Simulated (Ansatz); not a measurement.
# Ge8Pt7: the cost of one run

Program: Ansatz 0.2.0. Level of theory: DFT PBEsol, scalar-relativistic, plane waves, PAW. These are calculated values, not measurements.

1 further run of the same task is left out (it didn't finish). Runs told in other sessions of the task aren't counted.

**1. The system as given**

Symmetry: Pnma, No. 62, orthorhombic system. Conventional cell: a = 5.739 Å, b = 3.701 Å, c = 6.092 Å, α = 90.00°, β = 90.00°, γ = 90.00°. Ge (site symmetry m) has 6 Pt at 2.49 to 2.66 Å in its first shell of neighbours. Around Pt (site symmetry m) lie 6 Ge at 2.49 to 2.66 Å.

Structure file:

```cif
data_structure
_symmetry_space_group_name_H-M 'P 1'
_symmetry_Int_Tables_number 1
_cell_length_a 5.7393
_cell_length_b 3.7014
_cell_length_c 6.0925
_cell_angle_alpha 90.000
_cell_angle_beta 90.000
_cell_angle_gamma 90.000
_cell_volume 129.43
loop_
_atom_site_label
_atom_site_type_symbol
_atom_site_fract_x
_atom_site_fract_y
_atom_site_fract_z
_atom_site_occupancy
Ge1 Ge 0.18488 0.25000 0.58804 1
Ge2 Ge 0.31512 0.75000 0.08804 1
Ge3 Ge 0.68488 0.25000 0.91196 1
Ge4 Ge 0.81512 0.75000 0.41196 1
Pt1 Pt 0.00115 0.25000 0.19130 1
Pt2 Pt 0.49885 0.75000 0.69130 1
Pt3 Pt 0.50115 0.25000 0.30870 1
Pt4 Pt 0.99885 0.75000 0.80870 1
```

This cell was relaxed beforehand with the same method: volume 16.18 Å³/atom, gap on the mesh none (metal).

Reference energy of this cell: -66553.3180 eV (8 atoms, 6×10×6 mesh, zero smearing).

**2. Next cell: 1 of 8 Pt atoms taken out at random further on a centred mesh**

From a supercell with 8 Pt sites, 1 are emptied at random; the cell stays neutral and all atoms are shaken by 0.02 Å.

The cell holds 8 Ge, 7 Pt: a = 6.679 Å, b = 6.677 Å, c = 7.140 Å, α = 106.38°, β = 106.32°, γ = 113.46°.

**3. Single point of the final cell**

File input.yaml:

```yaml
crystal:
  lattice:
    - [5.5840179383, -3.6640131879, -0.0020517928]
    - [-5.582977288, -3.6623995871, 0.0028618469]
    - [0.0020876997, 3.6638730618, -6.1286236968]
  atoms:
    - { symbol: Ge, position: [0.1718121804, 0.987072836, 0.40656049] }
    - { symbol: Ge, position: [0.6781375658, 0.5132462418, 0.4423452116] }
    - { symbol: Ge, position: [0.2345898251, 0.9241691584, 0.9087647789] }
    - { symbol: Ge, position: [0.7381978332, 0.4261918316, 0.9103048235] }
    - { symbol: Ge, position: [0.258118891, 0.5809909009, 0.0864457215] }
    - { symbol: Ge, position: [0.7671170237, 0.0541985943, 0.0707647715] }
    - { symbol: Ge, position: [0.3515552327, 0.5282681498, 0.5927825243] }
    - { symbol: Ge, position: [0.8177107262, 0.9951735646, 0.5948748404] }
    - { symbol: Pt, position: [0.2767431108, 0.2782259831, 0.7989056628] }
    - { symbol: Pt, position: [0.024464236, 0.5252845496, 0.3099261026] }
    - { symbol: Pt, position: [0.5412482351, 0.0411720636, 0.3101315113] }
    - { symbol: Pt, position: [0.479684614, 0.9712832768, 0.6995412077] }
    - { symbol: Pt, position: [0.9705029416, 0.4750918221, 0.6954300072] }
    - { symbol: Pt, position: [0.2186896923, 0.2202271203, 0.1843566044] }
    - { symbol: Pt, position: [0.714099854, 0.7152084822, 0.1858917997] }
  symmetry: { detect: false }
basis:
  ecutwfc: 420
kpoints:
  mp_grid: { grid: [4, 4, 4] }
hamiltonian:
  xc: pbesol
scf:
  occupations: { method: gaussian, width: 0.1 }
  lower_state_search: "off"
output:
  forces: true
  stress: true
  eigenvalues: true
relax:
  adjacent_minimum: "off"
  f_tol: 0.04
  max_steps: 25
  cell: { stress_tol: 0.3 }
```

Launch:

```sh
ansatz run input.yaml --threads 4 --pin off --max-ram 9216MiB --backend cpu --events-out ev --progress --plain --runs-dir out
```

Q: Estimate wall time and peak memory on 4 threads of Arm Neoverse V1, shared host.

About 3.3 min, with a peak of 1.6 GiB.
